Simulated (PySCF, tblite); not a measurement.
# C7H13BNSi−: geometry, infrared bands and NMR shifts

Wanted: the infrared bands and NMR shifts of C7H13BNSi− (`CN[SiH2]C[b-]1ccccc1`), by calculation.

The runs use tblite 0.8.0 and PySCF 2.14.0, with density-fitted response routines of our own; the level of theory stands in each step. All values are computed, except where a source is named. Atoms are numbered from 0 throughout.

### 1 Starting geometry

23 atoms, charge -1, multiplicity 1; geometry from: force field or distance geometry start.

Bonds of the start (Å): C0–N1 1.47, N1–Si2 1.82, Si2–C3 1.85, C3–B4 1.59, B4–C5 1.49, C5–C6 1.38, C6–C7 1.37, C7–C8 1.39, C8–C9 1.39, C9–B4 1.49, C0–H10 1.10, C0–H11 1.12, C0–H12 1.13, N1–H13 1.05, Si2–H14 1.49, Si2–H15 1.46, C3–H16 1.11, C3–H17 1.09, C5–H18 1.09, C6–H19 1.08, C7–H20 1.07, C8–H21 1.08, C9–H22 1.07.

### 2 Geometry optimisation with GFN2-xTB

Job settings and geometry (Å):

```
{"job": {"kind": "relax", "xc": "GFN2-xTB", "basis": "xTB"}, "charge": -1, "multiplicity": 1}
C     -3.986000    -0.345100     0.421900
N     -3.203400     0.795900    -0.078000
Si    -1.636800     0.657100     0.847500
C     -0.210700     1.198300    -0.196300
B      0.993300     0.198500     0.091900
C      2.246200     0.758500     0.660700
C      3.482100     0.190000     0.410400
C      3.610100    -0.927400    -0.380300
C      2.494300    -1.514200    -0.957300
C      1.212900    -1.008500    -0.760600
H     -4.839900    -0.589200    -0.224900
H     -3.284100    -1.216000     0.508700
H     -4.300600    -0.055400     1.467200
H     -3.005800     0.687200    -1.108600
H     -1.784700     1.493100     2.068500
H     -1.463300    -0.752500     1.204900
H     -0.456600     1.205500    -1.273900
H      0.054500     2.220900     0.069200
H      2.125400     1.643200     1.294100
H      4.386400     0.592900     0.837900
H      4.582300    -1.347100    -0.553400
H      2.619400    -2.385000    -1.578000
H      0.360200    -1.473700    -1.215600
```

Started as:

```bash
OMP_NUM_THREADS=1 python probes_run.py task.json out
```

This one command runs all jobs of the session in turn.

**Question.** This job is followed by: GFN2-xTB harmonic vibrations, gas phase; GIAO PBE0/pcSseg-1 NMR shielding, non-relativistic, gas phase. What will the session give for the following? strongest single infrared mode (GFN2-xTB); zero-point energy (GFN2-xTB); 13C shifts against TMS (PBE0/pcSseg-1, means over atoms taken as alike); 1H shifts against TMS (PBE0/pcSseg-1, means over atoms taken as alike); 15N shifts against NH3 (PBE0/pcSseg-1); 29Si shifts against TMS (PBE0/pcSseg-1); 11B shifts against BF3·OEt2 (PBE0/pcSseg-1).

As calculated:

| quantity | value |
| --- | --- |
| strongest single infrared mode (GFN2-xTB) | 1972 cm⁻¹, 702 km/mol |
| zero-point energy (GFN2-xTB) | 112.4 kcal/mol |
| 13C shifts against TMS (PBE0/pcSseg-1, means over atoms taken as alike) | 136.6, 129.4, 112.1, 32.9, 3.8 ppm |
| 1H shifts against TMS (PBE0/pcSseg-1, means over atoms taken as alike) | 7.26, 6.47, 5.98, 4.57, 2.50, 1.12, 0.49 ppm |
| 15N shifts against NH3 (PBE0/pcSseg-1) | 17.1 ppm |
| 29Si shifts against TMS (PBE0/pcSseg-1) | -34.8 ppm |
| 11B shifts against BF3·OEt2 (PBE0/pcSseg-1) | 27.0 ppm |

What this shows: Over 213 steps the energy fell by 1.067 eV; of the close pairs, N1–Si2 changed most, 1.825 to 1.726 Å. All 63 modes are real, so the xTB geometry is a minimum. The strongest single mode, at 1972 cm⁻¹, moves mainly H14. Unscaled tight-binding wavenumbers are off by several per cent, some by more. Its intensities can rank the bands wrongly. NICS(1)zz of -24 ppm above the planar ring from B4 marks a diatropic (aromatic) ring current.
